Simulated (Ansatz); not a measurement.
# BrCl2H3OSn: the cost of one run

Method: RKS PBE/def2-SVP, in Ansatz 0.2.0.

## 1. Starting point

Bond lengths: Sn1–Cl2 2.760 Å, Sn1–H3 1.740 Å, Sn1–O4 1.959 Å, O4–H5 1.010 Å, Sn1–Cl6 2.408 Å, Sn1–Br7 2.890 Å, Br7–H8 1.811 Å. Angles: Cl2–Sn1–H3 109.4°, Cl2–Sn1–O4 109.5°, Cl2–Sn1–Cl6 109.5°, Cl2–Sn1–Br7 71.6°, H3–Sn1–O4 109.5°, H3–Sn1–Cl6 109.5°, H3–Sn1–Br7 75.8°, O4–Sn1–Cl6 109.5°, O4–Sn1–Br7 173.4°, Cl6–Sn1–Br7 64.4°, Sn1–O4–H5 109.5°, Sn1–Br7–H8 66.8°.

Structure file:

```xyz
8

Sn    0.0000    0.0000    0.0000
Cl    0.0000    0.0000    2.7600
H     1.6408    0.0000   -0.5794
O    -0.9232    1.5994   -0.6527
H    -1.8810    1.3686   -0.8751
Cl   -1.1351   -1.9666   -0.8025
Br    1.0754   -2.5229    0.9113
H     0.6037   -1.4165    2.2648
```

## 2. A restrained relaxation towards end A

Springs on the bonds that form and break draw the guess towards this end; the thresholds are loose.

The input, input.yaml:

```yaml
crystal:
  periodic: [false, false, false]
  atoms:
    - { symbol: Sn, position_ang: [0.0, 0.0, 0.0] }
    - { symbol: Cl, position_ang: [0.0, 0.0, 2.76] }
    - { symbol: H, position_ang: [1.6408, 0.0, -0.5794] }
    - { symbol: O, position_ang: [-0.9232, 1.5994, -0.6527] }
    - { symbol: H, position_ang: [-1.881, 1.3686, -0.8751] }
    - { symbol: Cl, position_ang: [-1.1351, -1.9666, -0.8025] }
    - { symbol: Br, position_ang: [1.0754, -2.5229, 0.9113] }
    - { symbol: H, position_ang: [0.6037, -1.4165, 2.2648] }
basis:
  gaussian: { orbitals: def2-SVP }
hamiltonian:
  xc: pbe
relax:
  f_tol: 0.15
  max_steps: 25
  restrain:
    - { distance: [0, 6], at: 3.79, k: 30.0 }
    - { distance: [7, 1], at: 2.57, k: 30.0 }
    - { distance: [0, 1], at: 2.41, k: 30.0 }
    - { distance: [7, 6], at: 1.55, k: 30.0 }
output:
  orbitals: {}
```

Launch:

```console
$ ansatz run input.yaml --threads 4 --pin off --max-ram 5120MiB --backend cpu --events-out ev --progress --plain --runs-dir out
```

**Question.** How long does this run take on 4 threads of AMD EPYC 7R43 (Zen 3), shared host, and how much memory does it need?

About 14 s, with a peak of 0.2 GiB.
